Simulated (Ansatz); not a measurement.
# C₂H₈GeO: how energies converge with the basis set

Aim: see how fast density functionals converge with the basis set for C₂H₈GeO.

The runs use Ansatz 0.2.0, Gaussian basis; one geometry, several basis sets.

Levels to be run: PBE0-D4/def2-SVP; ωB97M-V/def2-SVP; PBE0-D4/def2-QZVPP; ωB97M-V/def2-QZVPP; the functionals' def2-TZVPP values are taken from earlier runs.

## 1. The geometry

An earlier PBE0-D4 in a triple-zeta def2 set relaxation fixed the geometry.

SMILES `C[O][GeH2][CH3]`, 12 atoms, charge 0, spin multiplicity 1.

Atoms are counted from 1 here; the program's logs count them from 0.

Bond lengths: C1–O2 1.404 Å, C1–H5 1.093 Å, C1–H6 1.099 Å, C1–H7 1.099 Å, O2–Ge3 1.784 Å, Ge3–C4 1.936 Å, Ge3–H8 1.546 Å, Ge3–H9 1.546 Å, C4–H10 1.090 Å, C4–H11 1.091 Å, C4–H12 1.090 Å. Angles: O2–C1–H5 108.3°, O2–C1–H6 112.2°, O2–C1–H7 112.2°, H5–C1–H6 108.0°, H5–C1–H7 108.0°, H6–C1–H7 108.0°, C1–O2–Ge3 118.3°, O2–Ge3–C4 105.0°, O2–Ge3–H8 108.1°, O2–Ge3–H9 108.1°, C4–Ge3–H8 113.1°, C4–Ge3–H9 113.1°, H8–Ge3–H9 109.1°, Ge3–C4–H10 109.7°, Ge3–C4–H11 110.6°, Ge3–C4–H12 109.7°, H10–C4–H11 108.9°, H10–C4–H12 108.9° and more.

## 2. PBE0-D4 in def2-SVP

The input, in.yaml:

```yaml
crystal:
  periodic: [false, false, false]
  atoms:
    - {symbol: C, position_ang: [0.239163, 2.136217, 0.178182]}
    - {symbol: O, position_ang: [0.656685, 0.796170, 0.156492]}
    - {symbol: Ge, position_ang: [-0.572511, -0.468820, -0.110780]}
    - {symbol: C, position_ang: [0.410825, -2.136710, -0.079552]}
    - {symbol: H, position_ang: [1.115950, 2.765796, 0.350308]}
    - {symbol: H, position_ang: [-0.483081, 2.333677, 0.982530]}
    - {symbol: H, position_ang: [-0.218128, 2.444386, -0.772353]}
    - {symbol: H, position_ang: [-1.624458, -0.363246, 1.017065]}
    - {symbol: H, position_ang: [-1.257559, -0.193183, -1.468910]}
    - {symbol: H, position_ang: [0.906246, -2.254150, 0.884532]}
    - {symbol: H, position_ang: [-0.261559, -2.981384, -0.237028]}
    - {symbol: H, position_ang: [1.165429, -2.133953, -0.866486]}
basis:
  gaussian: {orbitals: def2-SVP}
hamiltonian: {xc: pbe0, dispersion: d4}
output: {orbitals: {seedname: orbitals}}
```

After this run come: ωB97M-V in def2-SVP; PBE0-D4 in def2-QZVPP; ωB97M-V in def2-QZVPP.

**Question.** What will the summary of the whole plan be? Wanted: PBE0-D4: double and triple zeta above quadruple; ωB97M-V: double and triple zeta above quadruple.

The runs gave:

```
                                       quantity           value
PBE0-D4: double and triple zeta above quadruple  13.58, 1.48 eV
ωB97M-V: double and triple zeta above quadruple  13.77, 1.45 eV
```

In words: PBE0-D4 gains 12.10 eV from double to triple zeta, then 1.48 eV more. Total energies overstate the basis error of differences, where much of it tends to cancel. The LUMO of ωB97M-V is positive and keeps falling with the basis (2.86 to 1.75 eV): an unbound level that the basis holds in place.
